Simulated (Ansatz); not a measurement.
# BaCa2Sb2: the cost of one run

Computed with Ansatz 0.2.0 (DFT PBE, scalar-relativistic, plane waves, PAW, unless a step's input says otherwise).

1 further run of the same task is left out (it didn't finish).

## Step 1: Starting point

The structure is hexagonal, space group P6/mmm (No. 191). The conventional cell has a = 4.711 Å, b = 4.711 Å, c = 8.392 Å, α = 90.00°, β = 90.00°, γ = 120.00°. Around Ba (site symmetry 6/mmm) lie 2 Sb at 2.57 Å and 6 Ca at 2.72 Å. Ca (site symmetry -6m2) has 3 Ca at 2.72 Å and 3 Ba at 2.72 Å as nearest neighbours. Sb (site symmetry 6mm) is surrounded by 1 Ba at 2.57 Å.

Structure file:

```cif
data_structure
_symmetry_space_group_name_H-M 'P6/mmm'
_symmetry_Int_Tables_number 191
_cell_length_a 4.7112
_cell_length_b 4.7112
_cell_length_c 8.3920
_cell_angle_alpha 90.000
_cell_angle_beta 90.000
_cell_angle_gamma 120.000
_cell_volume 161.31
loop_
_atom_site_label
_atom_site_type_symbol
_atom_site_symmetry_multiplicity
_atom_site_Wyckoff_symbol
_atom_site_fract_x
_atom_site_fract_y
_atom_site_fract_z
_atom_site_occupancy
Ba1 Ba 1 a 0.00000 0.00000 0.00000 1
Ca1 Ca 2 c 0.33333 0.66667 0.00000 1
Sb1 Sb 2 e 0.00000 0.00000 0.30571 1
```

A structure generator made this guess: random cell by space group and Wyckoff sites (P6/mmm, No. 191). The dimensions are guesses.

## Step 2: A first look at the guess

Contents of input.yaml:

```yaml
crystal:
  lattice:
    - [4.71121199, 0.0, 0.0]
    - [-2.355606, 4.08002927, 0.0]
    - [0.0, 0.0, 8.39199944]
  atoms:
    - { symbol: Ba, position: [0.0, 0.0, 0.0] }
    - { symbol: Ca, position: [0.33333333, 0.66666667, 0.0] }
    - { symbol: Ca, position: [0.66666667, 0.33333333, 0.0] }
    - { symbol: Sb, position: [0.0, 0.0, 0.30570828] }
    - { symbol: Sb, position: [0.0, 0.0, 0.69429172] }
basis:
  ecutwfc: 420
kpoints:
  mp_grid: { grid: [6, 6, 2] }
hamiltonian:
  xc: pbe
scf:
  occupations: { method: gaussian, width: 0.1 }
  lower_state_search: "off"
output:
  forces: true
  stress: true
  eigenvalues: true
```

Run with:

```console
$ ansatz run input.yaml --threads 1 --pin off --max-ram 2048MiB --backend cpu --events-out ev --progress --plain --runs-dir out
```

Q: Estimate wall time and peak memory on 1 thread of Arm Neoverse V2, shared host.

About 5.6 s, with a peak of 0.42 GiB.
